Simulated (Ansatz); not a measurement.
Geometry optimisation, Ansatz 0.2.0, DFT r2SCAN, scalar-relativistic, plane waves, PAW.

Input:

```yaml
crystal:
  lattice:
    - [5.728979, 0.0, 0.0]
    - [2.86449, 4.961441, 0.0]
    - [0.0, 0.0, 17.847115]
  atoms:
    - { symbol: Mg, position: [0.0, 0.0, 0.0560315] }
    - { symbol: O, position: [0.3333333, 0.8333333, 0.1215559] }
    - { symbol: Mg, position: [0.0, 0.5, 0.0560315] }
    - { symbol: O, position: [0.3333333, 0.3333333, 0.1215559] }
    - { symbol: Mg, position: [0.5, 0.0, 0.0560315] }
    - { symbol: O, position: [0.8333333, 0.8333333, 0.1215559] }
    - { symbol: Mg, position: [0.5, 0.5, 0.0560315] }
    - { symbol: O, position: [0.8333333, 0.3333333, 0.1215559] }
    - { symbol: Mg, position: [0.6666667, 0.6666667, 0.1870804] }
    - { symbol: O, position: [0.0, 0.5, 0.2526049] }
    - { symbol: Mg, position: [0.6666667, 0.1666667, 0.1870804] }
    - { symbol: O, position: [0.0, 1.0, 0.2526049] }
    - { symbol: Mg, position: [0.1666667, 0.6666667, 0.1870804] }
    - { symbol: O, position: [0.5, 0.5, 0.2526049] }
    - { symbol: Mg, position: [0.1666667, 0.1666667, 0.1870804] }
    - { symbol: O, position: [0.5, 1.0, 0.2526049] }
    - { symbol: Mg, position: [0.3333333, 0.3333333, 0.3181294] }
    - { symbol: O, position: [0.6666667, 0.1666667, 0.3836539] }
    - { symbol: Mg, position: [0.3333333, 0.8333333, 0.3181294] }
    - { symbol: O, position: [0.6666667, 0.6666667, 0.3836539] }
    - { symbol: Mg, position: [0.8333333, 0.3333333, 0.3181294] }
    - { symbol: O, position: [0.1666667, 0.1666667, 0.3836539] }
    - { symbol: Mg, position: [0.8333333, 0.8333333, 0.3181294] }
    - { symbol: O, position: [0.1666667, 0.6666667, 0.3836539] }
    - { symbol: Mg, position: [0.874279, 0.4180758, 0.4772264] }
basis:
  ecutwfc: 500.0
kpoints:
  mp_grid: { grid: [2, 2, 1] }
hamiltonian:
  xc: r2scan
  pseudopotentials: { kind: paw, azcp: { folder: soft_1 } }
scf:
  occupations: { method: gaussian, width: 0.05 }
  lower_state_search: "off"
relax:
  f_tol: 0.03
  max_steps: 60
  adjacent_minimum: "off"
  constraints: [{ sites: [0, 1, 2, 3, 4, 5, 6, 7] }]
```

Command:

```bash
$ ansatz run input.yaml --threads 4 --pin off --max-ram 10240MiB --backend cpu --events-out ev --progress --plain --runs-dir out
```

Q: Where does it end, and by what steps?

A: The forces met the threshold. Limits of this set-up: coarse k mesh, thin slab, slab without dipole correction, a typed lattice constant that wasn't relaxed here. After 7 steps the energy has fallen by 4.286 eV; Mg25 moved furthest, 0.72 Å. Joined: O18–Mg25 (2.83 → 1.90 Å).

```csv
step,energy less start (eV),largest force component (eV/Å),accepted
0,0.0000,5.426,yes
1,-1.9559,4.245,yes
2,-3.2469,1.299,yes
3,-3.7681,0.937,yes
4,-4.0994,0.431,yes
5,-4.2776,0.109,yes
6,-4.2853,0.052,yes
7,-4.2855,0.009,yes
```

```xyz
25
Lattice="5.7290 0.0000 0.0000 2.8645 4.9614 0.0000 0.0000 0.0000 17.8471" Properties=species:S:1:pos:R:3
Mg 0.000 0.000 1.000
O 4.297 4.135 2.169
Mg 1.432 2.481 1.000
O 2.864 1.654 2.169
Mg 2.864 0.000 1.000
O 7.161 4.135 2.169
Mg 4.297 2.481 1.000
O 5.729 1.654 2.169
Mg 5.729 3.328 3.531
O 1.435 2.482 4.615
Mg 4.279 0.817 3.531
O 2.865 4.959 4.615
Mg 2.865 3.308 3.549
O 4.294 2.482 4.615
Mg 1.450 0.817 3.531
O 5.729 4.962 4.680
Mg 2.865 1.647 6.120
O 4.376 0.873 7.083
Mg 4.302 4.138 6.120
O 5.729 3.216 7.083
Mg 5.729 1.654 5.766
O 1.353 0.873 7.083
Mg 7.156 4.138 6.120
O 2.864 3.308 7.165
Mg 5.729 1.654 8.169
```

Whether the end is a true minimum wasn't checked by a vibrational analysis.

The run took 3.8 min on 4 threads of Arm Neoverse V1 (shared host), peak memory 2.3 GiB.
